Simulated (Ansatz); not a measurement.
# La: the cost of one run

Program: Ansatz 0.2.0. Level of theory: DFT PBE, scalar-relativistic, plane waves, PAW. These are calculated values, not measurements.

1 further run of the same task is left out (set aside as unsound or not needed).

### 1 The system as given

The structure is hexagonal, space group P6_3/mmc (No. 194). The conventional cell has a = 3.769 Å, b = 3.769 Å, c = 12.077 Å, α = 90.00°, β = 90.00°, γ = 120.00°. La (site symmetry -3m) is surrounded by 12 La at 3.72 to 3.77 Å. La (site symmetry -6m2) has 12 La at 3.72 to 3.77 Å as nearest neighbours.

Coordinates:

```
La
1.0
     3.76879    0.00000    0.00000
    -1.88439    3.26387    0.00000
     0.00000    0.00000   12.07702
La
4
Direct
  0.00000 0.00000 0.00000
  0.00000 0.00000 0.50000
  0.33333 0.66667 0.25000
  0.66667 0.33333 0.75000
```

This cell was relaxed beforehand with the same method: volume 37.14 Å³/atom, gap on the mesh none (metal).

### 2 The slab

Planes are indexed in the bulk's conventional cell (P6_3/mmc (No. 194)), a = 3.769 Å, b = 3.769 Å, c = 12.077 Å, α = 90.00°, β = 90.00°, γ = 120.00°.

A (001) slab, 21.1 Å thick as cut, with 17 Å of vacuum; its outer planes are La (top) and La (bottom).

The slab as cut. Its planes from the bottom up:

| plane | atoms per cell | height over the lowest (Å) |
| --- | --- | --- |
| 1 | La | 0.00 |
| 2 | La | 3.02 |
| 3 | La | 6.04 |
| 4 | La | 9.06 |
| 5 | La | 12.08 |
| 6 | La | 15.10 |
| 7 | La | 18.12 |
| 8 | La | 21.13 |

### 3 Relaxing the clean slab

Contents of input.yaml:

```yaml
crystal:
  lattice:
    - [3.768788391, 0.0, 0.0]
    - [-1.8843941955, 3.2638664881, 0.0]
    - [0.0, 0.0, 38.1347897138]
  atoms:
    - { symbol: La, position: [0.3333333333, 0.6666666667, 0.2228935852] }
    - { symbol: La, position: [0.0, 0.0, 0.3020668466] }
    - { symbol: La, position: [0.6666666667, 0.3333333333, 0.3812401079] }
    - { symbol: La, position: [0.0, 0.0, 0.4604133693] }
    - { symbol: La, position: [0.3333333333, 0.6666666667, 0.5395866307] }
    - { symbol: La, position: [0.0, 0.0, 0.6187598921] }
    - { symbol: La, position: [0.6666666667, 0.3333333333, 0.6979331534] }
    - { symbol: La, position: [0.0, 0.0, 0.7771064148] }
basis:
  ecutwfc: 420
kpoints:
  mp_grid: { grid: [9, 9, 1] }
hamiltonian:
  xc: pbe
scf:
  occupations: { method: gaussian, width: 0.1 }
output:
  forces: true
  eigenvalues: true
relax:
  adjacent_minimum: "off"
  f_tol: 0.03
  max_steps: 70
  constraints: [{ sites: [0, 1, 2, 3] }]
efield:
  axis: 3
  dipole_correction: true
  ramp_width: 0.04
```

The run is started by

```
$ ansatz run input.yaml --threads 4 --pin off --max-ram 10240MiB --backend cpu --events-out ev --progress --plain --runs-dir out
```

**Question.** How long does this run take on 4 threads of Arm Neoverse V1, shared host, and how much memory does it need?

About 39 s, with a peak of 1 GiB.
